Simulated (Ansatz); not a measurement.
# CH₃GaOS: basis-set convergence

Aim: see how fast density functionals converge with the basis set for CH₃GaOS.

Program: Ansatz 0.2.0, Gaussian basis. Level of theory: one geometry, several basis sets. These are calculated values, not measurements.

The runs, in order: PBE0-D4/def2-SVP; ωB97M-V/def2-SVP; PBE0-D4/def2-QZVPP; ωB97M-V/def2-QZVPP; the functionals' def2-TZVPP values are taken from earlier runs.

### 1 Structure used throughout

An earlier PBE0-D4 in a triple-zeta def2 set relaxation fixed the geometry.

SMILES `C1[O][GaH][S]1`, 7 atoms, charge 0, spin multiplicity 1.

Atoms are counted from 1 here; the program's logs count them from 0.

Bond lengths: C1–O2 1.400 Å, C1–S4 1.863 Å, C1–H5 1.094 Å, C1–H6 1.094 Å, O2–Ga3 1.818 Å, Ga3–S4 2.185 Å, Ga3–H7 1.540 Å. Angles: O2–C1–S4 107.2°, O2–C1–H5 111.6°, O2–C1–H6 111.6°, S4–C1–H5 108.3°, S4–C1–H6 108.3°, H5–C1–H6 109.7°, C1–O2–Ga3 97.4°, O2–Ga3–S4 82.0°, O2–Ga3–H7 131.5°, S4–Ga3–H7 146.5°, C1–S4–Ga3 73.4°.

### 2 PBE0-D4 in def2-SVP

in.yaml reads:

```yaml
crystal:
  periodic: [false, false, false]
  atoms:
    - {symbol: C, position_ang: [-0.476508, 0.877842, -0.023822]}
    - {symbol: O, position_ang: [0.363315, 0.315344, 0.945003]}
    - {symbol: Ga, position_ang: [0.703112, -1.247473, 0.080156]}
    - {symbol: S, position_ang: [-0.610296, -0.350094, -1.418318]}
    - {symbol: H, position_ang: [-0.062750, 1.807714, -0.424288]}
    - {symbol: H, position_ang: [-1.480390, 1.059752, 0.370332]}
    - {symbol: H, position_ang: [1.563517, -2.463076, 0.470936]}
basis:
  gaussian: {orbitals: def2-SVP}
hamiltonian: {xc: pbe0, dispersion: d4}
output: {orbitals: {seedname: orbitals}}
```

On the command line:

```bash
$ ansatz run in.yaml --threads 2 --pin off --events-out ev --progress --plain --max-ram 4352MiB
```

Further steps of the session: ωB97M-V in def2-SVP; PBE0-D4 in def2-QZVPP; ωB97M-V in def2-QZVPP.

**Question.** What will the summary of the whole plan be? Wanted: PBE0-D4: double and triple zeta above quadruple; ωB97M-V: double and triple zeta above quadruple.

As calculated:

| quantity | value |
| --- | --- |
| PBE0-D4: double and triple zeta above quadruple | 15.90, 1.69 eV |
| ωB97M-V: double and triple zeta above quadruple | 15.88, 1.62 eV |

In words: PBE0-D4 gains 14.21 eV from double to triple zeta, then 1.69 eV more. Total energies overstate the basis error of differences, where much of it tends to cancel.
